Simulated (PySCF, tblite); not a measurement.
**C₆H₁₁Si radical: geometry, infrared bands and EPR parameters**

Aim: predict the infrared bands and EPR parameters of C₆H₁₁Si radical (`C=CC[Si]1C[C@@H]1C`).

Programs: tblite 0.8.0 and PySCF 2.14.0, with density-fitted response routines of our own. Each step states its level of theory. These are calculated values for one molecule in the gas phase, unless marked as measured. Atoms are numbered from 0 throughout.

## Step 1: The molecule as given

18 atoms, charge 0, multiplicity 2; geometry from: force field or distance geometry start.

Bonds of the start (Å): C0–C1 1.32, C1–C2 1.49, C2–Si3 1.87, Si3–C4 1.85, C4–C5 1.52, C5–C6 1.54, C5–Si3 1.86, C0–H7 1.09, C0–H8 1.10, C1–H9 1.06, C2–H10 1.10, C2–H11 1.10, C4–H12 1.11, C4–H13 1.14, C5–H14 1.11, C6–H15 1.11, C6–H16 1.11, C6–H17 1.11.

## Step 2: Optimising the geometry with GFN2-xTB

Job settings and geometry (Å):

```
{"job": {"kind": "relax", "xc": "GFN2-xTB", "basis": "xTB"}, "charge": 0, "multiplicity": 2}
C     -2.963600     0.423900     0.384800
C     -2.246200    -0.354500    -0.400500
C     -1.292500    -1.353400     0.169500
Si     0.406200    -0.912700    -0.467900
C      0.775000     0.903300    -0.475900
C      1.508100     0.132300     0.609200
C      3.020600     0.105100     0.319900
H     -2.892900     0.367400     1.469000
H     -3.670500     1.165500    -0.008600
H     -2.334600    -0.278900    -1.450300
H     -1.336800    -1.283300     1.261600
H     -1.607300    -2.334900    -0.224400
H     -0.030600     1.563800    -0.086000
H      1.406100     1.272200    -1.345200
H      1.219200     0.338200     1.656800
H      3.402600     1.144800     0.319500
H      3.139800    -0.395600    -0.664200
H      3.488600    -0.496700     1.126700
```

The run is started by

```sh
$ OMP_NUM_THREADS=1 python probes_run.py task.json out
```

One launch serves the whole session: the jobs run in the order shown.

The program printed:

```text
step      E/eV     max force
  0    -544.46880    1.884
  1    -544.65577    0.928
  2    -544.72780    0.724
  3    -544.78237    0.480
  4    -544.80852    0.347
  5    -544.82601    0.288
  6    -544.83693    0.270
  7    -544.84418    0.218
  8    -544.85047    0.206
  9    -544.85724    0.232
 10    -544.86442    0.213
 11    -544.86899    0.135
 12    -544.87217    0.117
 13    -544.87491    0.161
 14    -544.87759    0.150
 15    -544.87981    0.100
 16    -544.88154    0.097
 17    -544.88307    0.105
 18    -544.88474    0.127
 19    -544.88663    0.105
 20    -544.88838    0.094
 21    -544.88972    0.081
 22    -544.89089    0.097
 23    -544.89220    0.103
 24    -544.89358    0.115
 25    -544.89477    0.092
 26    -544.89565    0.074
 27    -544.89639    0.074
 28    -544.89720    0.085
 29    -544.89808    0.085
 30    -544.89896    0.075
 31    -544.89983    0.083
 32    -544.90076    0.081
 33    -544.90176    0.080
 34    -544.90283    0.112
 35    -544.90388    0.104
 36    -544.90473    0.066
 37    -544.90539    0.070
 38    -544.90601    0.079
 39    -544.90667    0.106
 40    -544.90729    0.085
 41    -544.90778    0.045
 42    -544.90816    0.044
 43    -544.90849    0.065
 44    -544.90884    0.073
 45    -544.90919    0.050
 46    -544.90953    0.045
 47    -544.90989    0.042
 48    -544.91034    0.057
 49    -544.91091    0.065
 50    -544.91157    0.061
 51    -544.91226    0.050
 52    -544.91283    0.052
 53    -544.91325    0.040
 54    -544.91359    0.046
 55    -544.91391    0.053
 56    -544.91419    0.042
 57    -544.91444    0.031
 58    -544.91457    0.032
 59    -544.91471    0.029
 60    -544.91482    0.024
 61    -544.91491    0.019
 62    -544.91497    0.019
 63    -544.91503    0.018
 64    -544.91509    0.018
 65    -544.91516    0.019
 66    -544.91523    0.025
 67    -544.91532    0.033
 68    -544.91546    0.038
 69    -544.91564    0.037
 70    -544.91581    0.027
 71    -544.91593    0.029
 72    -544.91604    0.030
 73    -544.91618    0.033
 74    -544.91633    0.033
 75    -544.91643    0.019
 76    -544.91648    0.015
 77    -544.91652    0.016
 78    -544.91656    0.016
 79    -544.91661    0.015
 80    -544.91665    0.015
 81    -544.91670    0.018
 82    -544.91678    0.026
 83    -544.91690    0.033
 84    -544.91704    0.030
 85    -544.91714    0.022
 86    -544.91722    0.021
 87    -544.91731    0.031
 88    -544.91743    0.035
 89    -544.91756    0.029
 90    -544.91765    0.021
 91    -544.91771    0.020
 92    -544.91777    0.021
 93    -544.91788    0.029
 94    -544.91800    0.031
 95    -544.91813    0.041
 96    -544.91827    0.042
 97    -544.91846    0.039
 98    -544.91876    0.052
 99    -544.91906    0.054
100    -544.91929    0.035
101    -544.91944    0.027
102    -544.91958    0.030
103    -544.91972    0.031
104    -544.91982    0.025
105    -544.91987    0.017
106    -544.91991    0.014
107    -544.91995    0.015
108    -544.91999    0.012
109    -544.92001    0.009
```

Run time: 2.5 s. Hardware: 1 thread of Intel Xeon at 2.50GHz, shared host.

Along the way: (not every step is listed)

```
step  energy from step 0 (eV)  largest force (eV/Å)
   0                   0.0000                1.8837
   1                  -0.1870                0.9279
   2                  -0.2590                0.7238
   3                  -0.3136                0.4802
   4                  -0.3397                0.3471
   5                  -0.3572                0.2877
   6                  -0.3681                0.2701
   7                  -0.3754                0.2176
   8                  -0.3817                0.2055
  17                  -0.4143                0.1048
  26                  -0.4269                0.0738
  35                  -0.4351                0.1035
  44                  -0.4400                0.0726
  53                  -0.4444                0.0395
  62                  -0.4462                0.0186
  71                  -0.4471                0.0294
  80                  -0.4479                0.0151
  89                  -0.4488                0.0293
  98                  -0.4500                0.0521
 104                  -0.4510                0.0255
 105                  -0.4511                0.0166
 106                  -0.4511                0.0144
 107                  -0.4511                0.0153
 108                  -0.4512                0.0122
 109                  -0.4512                0.0088
```

Close pairs (by a distance rule), those that changed most:

```
  bond  before (Å)  after (Å)  change (Å)
C2–Si3       1.867      1.935      +0.068
C4–H13       1.136      1.081      -0.054
Si3–C5       1.862      1.901      +0.039
Si3–C4       1.853      1.890      +0.037
 C5–C6       1.540      1.507      -0.033
 C4–C5       1.520      1.550      +0.031
C4–H12       1.112      1.084      -0.028
 C1–H9       1.056      1.083      +0.026
```

The final coordinates are the input of the step that follows.

## Step 3: Infrared spectrum with GFN2-xTB

Job settings and geometry (Å):

```
{"job": {"kind": "ir", "xc": "GFN2-xTB", "basis": "xTB"}, "charge": 0, "multiplicity": 2}
C     -2.746902     0.537294     0.478778
C     -2.357944    -0.449432    -0.312635
C     -1.370907    -1.484776     0.067199
Si     0.372687    -0.957733    -0.585747
C      0.739573     0.895258    -0.660641
C      1.445335     0.165208     0.510985
C      2.951426     0.144460     0.473254
H     -2.384804     0.625235     1.490653
H     -3.445203     1.289215     0.154000
H     -2.728972    -0.508303    -1.327904
H     -1.306725    -1.582132     1.150675
H     -1.641657    -2.452088    -0.350548
H     -0.023232     1.611765    -0.378164
H      1.411469     1.308595    -1.400190
H      1.067736     0.439473     1.493482
H      3.355090     1.129806     0.710853
H      3.304255    -0.139542    -0.515715
H      3.350017    -0.565986     1.195729
```

The program printed:

```text
mode    cm-1     km/mol
  1     -10.0      0.07
  2      73.3      0.04
  3      96.0      0.61
  4     137.8      1.39
  5     196.5      0.37
  6     204.8      0.64
  7     274.1      3.28
  8     363.8      4.72
  9     408.4      1.93
 10     551.9     20.21
 11     636.4     52.97
 12     670.1     12.51
 13     677.2     14.45
 14     757.7     49.91
 15     793.6     14.29
 16     873.1     17.37
 17     898.4      9.30
 18     930.9     28.76
 19     953.2      3.92
 20     956.3      9.31
 21    1014.1      6.93
 22    1026.5      4.71
 23    1048.7     18.06
 24    1081.6     21.84
 25    1127.2      2.25
 26    1167.3      1.28
 27    1170.8     18.39
 28    1187.3      6.40
 29    1296.7      3.95
 30    1304.8      4.75
 31    1411.1      5.27
 32    1411.5      0.30
 33    1437.9      0.39
 34    1465.6      0.39
 35    1501.6      1.57
 36    1502.1      1.99
 37    1692.2     28.86
 38    2976.4     20.89
 39    2982.9     47.94
 40    2984.4     26.90
 41    3006.0     24.15
 42    3014.5     48.28
 43    3026.2     20.91
 44    3030.2     41.64
 45    3052.4     43.30
 46    3064.6     37.60
 47    3094.6     26.23
 48    3125.0     54.12
```

Wall time 2.5 s (1 thread of Intel Xeon at 2.50GHz, shared host).

Which atoms move in the most intense modes:

```
cm⁻¹  km/mol                                 atoms
 636    53.0  C5 25 %, C4 18 %, Si3 18 %, H12 12 %
 758    49.9            Si3 32 %, C2 21 %, C4 12 %
2983    47.9                              H15 80 %
3014    48.3                              H17 87 %
3030    41.6                              H16 86 %
3052    43.3                               H9 90 %
3065    37.6                              H13 89 %
3125    54.1                      H8 73 %, H7 16 %
```

## Step 4: EPR parameters: B3LYP/pcH-1

The job, as its differences from that of step 3:

```diff
@@ -1,2 +1,2 @@
-{"job": {"kind": "ir", "xc": "GFN2-xTB", "basis": "xTB"}, "charge": 0, "multiplicity": 2}
+{"job": {"kind": "epr", "basis": "pcH-1"}, "charge": 0, "multiplicity": 2}
 C     -2.746902     0.537294     0.478778
```

Method: UKS B3LYP, pcH-1 on C H Si, non-relativistic, mean-field spin-orbit, GIAO.

The program printed:

```text
UKS, coarse grid
  cycle   1  E = -524.58052433  |g| = 4.42e-01
  cycle   2  E = -524.42844723  |g| = 6.70e-01
  cycle   3  E = -524.67855285  |g| = 1.12e-01
  cycle   4  E = -524.68513655  |g| = 4.21e-02
  cycle   5  E = -524.68601940  |g| = 1.39e-02
  cycle   6  E = -524.68611478  |g| = 5.41e-03
  cycle   7  E = -524.68613039  |g| = 1.80e-03
  cycle   8  E = -524.68613219  |g| = 6.19e-04
UKS, final grid
  cycle   1  E = -524.68614510  |g| = 7.87e-04
  cycle   2  E = -524.68614461  |g| = 1.29e-03
  cycle   3  E = -524.68614550  |g| = 1.18e-04
  cycle   4  E = -524.68614551  |g| = 6.48e-05
  cycle   5  E = -524.68614552  |g| = 3.42e-05
  cycle   6  E = -524.68614552  |g| = 1.34e-05
E = -524.68614552 Eh   <S^2> = 0.7525 (exact 0.7500)
g shifts (ppm)      1          2          3
  rmc          -145       -145       -145
  gc             24         99         34
  oz_so        -650       1685       8823
  total        -769       1639       8713
hyperfine (MHz)  atom isotope    a_iso     a_fc   dipolar eigenvalues
    0   13C       5.99       6.00     -5.28     -4.65      9.93
    1   13C       0.11       0.11     -5.15      0.89      4.26
    2   13C      54.19      54.16    -10.43     -9.15     19.58
    3  29Si    -578.45    -578.86   -143.05     67.59     75.46
    4   13C      12.32      12.28     -6.44     -5.71     12.16
    5   13C      12.05      12.01     -7.19     -6.77     13.96
    6   13C       8.08       8.08     -0.86     -0.50      1.37
    7    1H      -3.02      -3.02     -1.93      0.12      1.81
    8    1H      -2.34      -2.34     -2.86     -0.51      3.37
    9    1H       1.04       1.04     -1.88     -1.17      3.05
   10    1H      15.54      15.53     -5.43     -0.29      5.71
   11    1H       0.80       0.80     -6.50     -3.03      9.54
   12    1H       2.05       2.05     -4.15     -0.83      4.98
   13    1H      10.21      10.18     -3.67     -3.06      6.72
   14    1H       1.81       1.81     -4.61     -0.54      5.15
   15    1H       0.60       0.59     -1.57     -1.18      2.75
   16    1H      -0.46      -0.46     -2.88     -1.36      4.24
   17    1H       6.80       6.80     -1.67     -1.22      2.89
```

It took 3.5 min on 1 thread of Intel Xeon at 2.50GHz, shared host; peak memory 0.97 GiB.

Principal g values 2.00155, 2.00396, 2.01103; g(iso) = 2.00551, against 2.00232 for a free electron.

Mean a(iso) over the nuclei that a row names, and the largest dipolar term of the row (other rows stand at the frozen geometry):

```
       nuclei  isotope  a(iso) (MHz)  a(iso) (G, at g = 2.0023)  largest dipolar term (MHz)
          Si3     29Si        -578.4                     -206.4                      -143.1
           C2      13C          54.2                       19.3                        19.6
          H10       1H          15.5                        5.5                         5.7
           C4      13C          12.3                        4.4                        12.2
           C5      13C          12.0                        4.3                        14.0
          H13       1H          10.2                        3.6                         6.7
           C6      13C           8.1                        2.9                         1.4
           C0      13C           6.0                        2.1                         9.9
           H7       1H          -3.0                       -1.1                        -1.9
           H8       1H          -2.3                       -0.8                         3.4
H15, H16, H17       1H           2.3                        0.8                         4.2
          H12       1H           2.1                        0.7                         5.0
          H14       1H           1.8                        0.6                         5.1
           H9       1H           1.0                        0.4                         3.0
```

Mulliken spin populations:

C0 0.07; C1 -0.03; C2 0.07; Si3 0.79; C4 0.04; C5 0.06; C6 0.00; H7 0.00; H8 0.00; H9 0.00; H10 0.01; H11 0.00; H12 0.00; H13 0.00; H14 0.00; H15 0.00; H16 0.00; H17 0.00

In first order the couplings over 0.8 MHz of 1H give 504 distinct lines over 15.6 G, if the averaged nuclei exchange fast.

The fields below are evaluated on a grid from the run's orbitals.

ELF in a plane through or near 6 of the atoms.

Ten even steps from ' ' (0.00) to '@' (1.00):
```
                                                        
                                                        
                                                        
                                                        
                        ::****..        ..--::          
                    ....**@@@@==      ..++%%##..        
          ..      ..==++%%@@@@**  ..----**%%%%::        
        ..==::    ..++++**@@@@--  --++----++==          
        ..--==::  ..**++  ++==    **##**--..            
        ..==****----++##**##==  ..++++--++--..          
        ::%%@@@@**--==++==....==--**----++**--..        
        ::%%@@%%==::++##..++..%%####%%**++==::          
          ::==--    ++##..::--@@++::**==....            
                    ++%%##==**####%%@@##..              
                    ==####**::..##@@@@@@**              
                    ::++++--    ++@@@@@@##              
                      ....      ..++##**..              
                                                        
                                                        
                                                        
```
The map spans 12.2 Å across and 9.6 Å up, centred on the molecule. Atoms in the plane (x, y in Å): C1 (2.4, -0.2), Si3 (-0.2, -0.9), C4 (-0.8, 0.9), H11 (1.9, -2.2), H12 (-0.1, 1.6), H16 (-3.2, -0.4).

log10 of the density (e/Å³) in the same plane.

Ten even steps from '0' (-4.0) to '9' (1.1):
```
0000000000000000000000000000
0000000000000000000000000000
0000000000001100000000000000
0000000001122221101111100000
0000001123344443222333321000
0000122234455654333444431000
0001233345667875445555532100
0012345445678875455666532100
0023456656788765567776532100
0023467766777765567876542100
0023578876777766678986532100
0023467766677977778776532000
0012455555667877887755421000
0012344444566667788654310000
0000122233455555677653200000
0000011122344444566543100000
0000000001223333344332000000
0000000000111112222210000000
0000000000000000000000000000
0000000000000000000000000000
```
The map spans 12.2 Å across and 9.6 Å up, centred on the molecule. Atoms in the plane (x, y in Å): C1 (2.4, -0.2), Si3 (-0.2, -0.9), C4 (-0.8, 0.9), H11 (1.9, -2.2), H12 (-0.1, 1.6), H16 (-3.2, -0.4).

On the surface of density 0.002 e/bohr³ the electrostatic potential runs, from the 1st to the 99th percentile, from -0.69 V near C0 to 0.80 V near H11.

The spin density lies nearest to Si3 66 %; C2 7 %.

## Step 5: Summary of results

```
                                 quantity                    value
strongest single infrared mode (GFN2-xTB)     3125 cm⁻¹, 54 km/mol
             zero-point energy (GFN2-xTB)            93.9 kcal/mol
                           g(iso) (B3LYP)                  2.00551
                                     ⟨S²⟩       0.752 (exact 0.75)
       largest a(iso) (averaged by class)  29Si on Si3, -578.4 MHz
    surface potential, 1st and 99th percentile       -0.69 V and 0.80 V
```

In words: The optimisation took 109 steps and gained 0.451 eV; among the close pairs (by a distance rule), C2–Si3 changed most, from 1.867 to 1.935 Å. The lowest mode is slightly imaginary (10i cm⁻¹), a soft motion within the noise of the Hessian, so the minimum is not strictly shown. The strongest single mode, at 3125 cm⁻¹, moves mainly H8. GFN2-xTB is a fitted tight-binding method: band positions and strengths are rough. Its intensities can rank the bands wrongly. Si3 carries the largest spin population, 0.79 e. The isotropic g lies 3.2 ppt above the free-electron value.
